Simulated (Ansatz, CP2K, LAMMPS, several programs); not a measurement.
Energy against volume for an 8-atom cell of ZnS started from a crystallographic database, at fixed shape and fractional coordinates, computed by several methods (PBE and r2SCAN, where shown, with plane waves in Ansatz); the cell shown is that of r2SCAN. With free coordinates or axes held, a curve is too stiff, and on another method's shape its minimum isn't the method's own volume. It is hexagonal, P6_3mc (No. 186); conventional cell a = 3.808 Å, c = 12.466 Å, 19.56 Å³ an atom. Zn has 4 S at 2.33 Å; Zn has 4 S at 2.33–2.34 Å; S has 4 Zn at 2.33 Å; S has 4 Zn at 2.33–2.34 Å. No spin polarisation and no zero-point or thermal motion. Energies count from each curve's lowest point; fits are third-order Birch-Murnaghan.

```
CELL_PARAMETERS angstrom
3.80764 0.00000 0.00000
-1.90382 3.29752 0.00000
0.00000 0.00000 12.46569
ATOMIC_POSITIONS crystal
Zn 0.00000 0.00000 0.00010
Zn 0.00000 0.00000 0.50010
Zn 0.33333 0.66667 0.25006
Zn 0.66667 0.33333 0.75006
S 0.00000 0.00000 0.18724
S 0.00000 0.00000 0.68724
S 0.33333 0.66667 0.43759
S 0.66667 0.33333 0.93759
```

Task: PBE/SZV (CP2K), on the shape of the cell shown, gives
```tsv
V (Å³/atom)	E (meV/atom)
17.217	110.73
18.391	25.64
19.565	0.00
20.738	18.42
21.912	69.22
```
What equilibrium volume and bulk modulus follow?

Result: V₀ = 19.60 Å³ an atom and B₀ = 98 GPa.

light PBE (260 eV, its own mesh), on the shape of the cell shown:

| V (Å³/atom) | E (meV/atom) |
| --- | --- |
| 17.999 | 74.34 |
| 18.782 | 30.22 |
| 19.565 | 9.56 |
| 20.347 | 0.00 |
| 21.130 | 4.81 |
| 21.912 | 20.53 |

The points scatter about a smooth fit, as a low cutoff and a light mesh can make them, so no fit is quoted.

PBE, on the shape of its own relaxed cell:
```csv
V (Å³/atom),E (meV/atom)
18.957,17.80
19.562,4.25
20.168,0.00
20.773,3.63
21.378,13.95
```
V₀ = 20.17 Å³ an atom and B₀ = 69 GPa.

CdTeZnSeHgS0.sw (LAMMPS), on the shape of its own relaxed cell:
```
V (Å³/atom)  E (meV/atom)
     18.564         24.43
     19.156          5.07
     19.749          0.00
     20.341          3.89
     20.934         14.55
```
The fit gives a pressure derivative B′ of 12.0, outside the usual 2 to 7: a trait of the method or a rough curve, so no modulus is quoted.

Task: PBE/DZVP (CP2K), on the shape of the cell shown, gives
```
V (Å³/atom)  E (meV/atom)
     17.217        130.73
     18.391         42.02
     19.565          2.80
     20.738          0.00
     21.912         23.68
```
What equilibrium volume and bulk modulus follow?

Result: V₀ = 20.25 Å³ an atom and B₀ = 71 GPa.
